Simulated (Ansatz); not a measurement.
# WS2: the cost of one run

Program: Ansatz 0.2.0. Level of theory: DFT PBEsol, scalar-relativistic, plane waves, PAW. These are calculated values, not measurements.

The COD entry's cell or inner coordinates are ideal or old and differ from later refinements, so a difference from it is no clean test against experiment.

2 further runs of the same task are left out: 2 set aside as unsound or not needed.

## 1. The structure to begin with

It takes space group P6_3/mmc (No. 194, hexagonal). The conventional cell has a = 3.146 Å, b = 3.146 Å, c = 12.692 Å, α = 90.00°, β = 90.00°, γ = 120.00°. Around W (site symmetry -6m2) lie 6 S at 2.40 Å. Around S (site symmetry 3m) lie 3 W at 2.40 Å.

As a file:

```
W S
1.0
     3.14613    0.00000    0.00000
    -1.57307    2.72463    0.00000
     0.00000    0.00000   12.69173
W S
2 4
Direct
  0.33333 0.66667 0.25000
  0.66667 0.33333 0.75000
  0.33333 0.66667 0.62649
  0.66667 0.33333 0.12649
  0.33333 0.66667 0.87351
  0.66667 0.33333 0.37351
```

This cell was relaxed beforehand with the same method: volume 18.13 Å³/atom, gap on the mesh 1.10 eV.

## 2. The undisturbed cell

input.yaml

```yaml
crystal:
  lattice:
    - [3.146131383, 0.0, 0.0]
    - [-1.5730656915, 2.7246297013, 0.0]
    - [0.0, 0.0, 12.6917301513]
  atoms:
    - { symbol: W, position: [0.3333333333, 0.6666666667, 0.25] }
    - { symbol: W, position: [0.6666666667, 0.3333333333, 0.75] }
    - { symbol: S, position: [0.3333333333, 0.6666666667, 0.626489104] }
    - { symbol: S, position: [0.6666666667, 0.3333333333, 0.126489104] }
    - { symbol: S, position: [0.3333333333, 0.6666666667, 0.873510896] }
    - { symbol: S, position: [0.6666666667, 0.3333333333, 0.373510896] }
basis:
  ecutwfc: 420
kpoints:
  mp_grid: { grid: [12, 12, 2] }
hamiltonian:
  xc: pbesol
scf:
  occupations: { method: gaussian, width: 0.05 }
output:
  forces: true
  stress: true
  eigenvalues: true
```

Launch:

```bash
ansatz run input.yaml --threads 1 --pin off --max-ram 2560MiB --backend cpu --events-out ev --progress --plain --runs-dir out
```

Q: Estimate wall time and peak memory on 1 thread of Arm Neoverse V2, shared host.

About 7 s, with a peak of 0.4 GiB.
